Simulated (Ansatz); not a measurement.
# GeH5OSi: the cost of one run

Method: the settings change from run to run; program: Ansatz 0.2.0, Gaussian basis.

## Step 1: The relaxed structure

The geometry comes from an earlier relaxation with PBE0-D4 in a triple-zeta def2 set; it is a stationary point, not always the lowest conformer.

SMILES `[SiH3][O][GeH2]`, 8 atoms, charge 0, spin multiplicity 2.

Atoms are counted from 1 here; the program's logs count them from 0.

Bond lengths: Si1–O2 1.638 Å, Si1–H4 1.487 Å, Si1–H5 1.490 Å, Si1–H6 1.484 Å, O2–Ge3 1.778 Å, Ge3–H7 1.553 Å, Ge3–H8 1.547 Å. Angles: O2–Si1–H4 110.7°, O2–Si1–H5 110.8°, O2–Si1–H6 108.1°, H4–Si1–H5 108.4°, H4–Si1–H6 109.3°, H5–Si1–H6 109.5°, Si1–O2–Ge3 135.0°, O2–Ge3–H7 107.5°, O2–Ge3–H8 104.7°, H7–Ge3–H8 112.4°.

## Step 2: PBE/6-31G*

Set apart from the defaults: atoms shaken by 0.03 Å, a point charge of 2.00 e beside it, high accuracy.

Contents of in.yaml:

```yaml
crystal:
  periodic: [false, false, false]
  atoms:
    - {symbol: Si, position_ang: [-0.636655, 1.084003, -0.425410]}
    - {symbol: O, position_ang: [-0.502781, -0.325755, 0.327142]}
    - {symbol: Ge, position_ang: [0.738728, -1.660976, 0.228539]}
    - {symbol: H, position_ang: [-1.412827, 0.885345, -1.680182]}
    - {symbol: H, position_ang: [0.654082, 1.716824, -0.755608]}
    - {symbol: H, position_ang: [-1.434747, 1.990860, 0.475626]}
    - {symbol: H, position_ang: [2.137789, -1.125284, 0.279485]}
    - {symbol: H, position_ang: [0.484470, -2.572435, 1.438436]}
basis:
  gaussian: {orbitals: "6-31G*", point_charges: [{charge: 2.00, position_ang: [6.579, 0.989, -0.244]}]}
magnetization: {spin_polarized: true, initial_magnetization: 1}
hamiltonian: {xc: {name: PBE}}
accuracy: high
output: {forces: true}
```

Launch:

```console
ansatz run in.yaml --threads 4 --pin off --events-out ev --progress --plain --max-ram 10444MiB
```

Q: Estimate wall time and peak memory on 4 threads of Intel Xeon Platinum 8259CL at 2.50GHz, shared host.

About 4 s, with a peak of 0.27 GiB.
